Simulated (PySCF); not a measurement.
# C4H5O3PS: the cost of one run

Programs: PySCF 2.14.0, with routines of our own; each step states its level. All values are computed. Atoms count from 0.

## 1. The system as given

14 atoms, charge 0, multiplicity 1; geometry from: GFN2-xTB.

## 2. Vibronic structure: TDA PBE/def2-SVP

The job: settings as JSON, then the geometry in Å.

```
{"job": {"kind": "vib", "xc": "PBE", "basis": "def2-SVP", "tda": true}, "charge": 0, "multiplicity": 1}
O     -2.237338     1.312941     0.777532
P     -1.767932     0.166402     0.012242
O     -2.377802     0.073621    -1.455560
O     -2.196429    -1.260089     0.642593
C      0.016089     0.054395    -0.192760
C      0.933490     0.908827     0.336951
C      2.257673     0.562990    -0.004140
C      2.320692    -0.547815    -0.783840
S      0.766594    -1.195252    -1.117977
H     -2.246423    -0.779265    -1.872676
H     -2.432128    -1.136233     1.561194
H      0.650615     1.750026     0.942835
H      3.122072     1.117492     0.313245
H      3.190147    -1.028513    -1.186783
```

Method: TDA PBE/def2-SVP vertical-gradient vibronic structure (displaced harmonic oscillators, Condon), gas phase.

The run is started by

```bash
> OMP_NUM_THREADS=1 python excited_run.py task.json out
```

The driver reads the jobs from task.json and runs them one after another.

**Question.** How long does this first job take on 1 thread of Arm Neoverse V1, shared host, and how much memory does it need?

About 41 s, with a peak of 0.85 GiB.
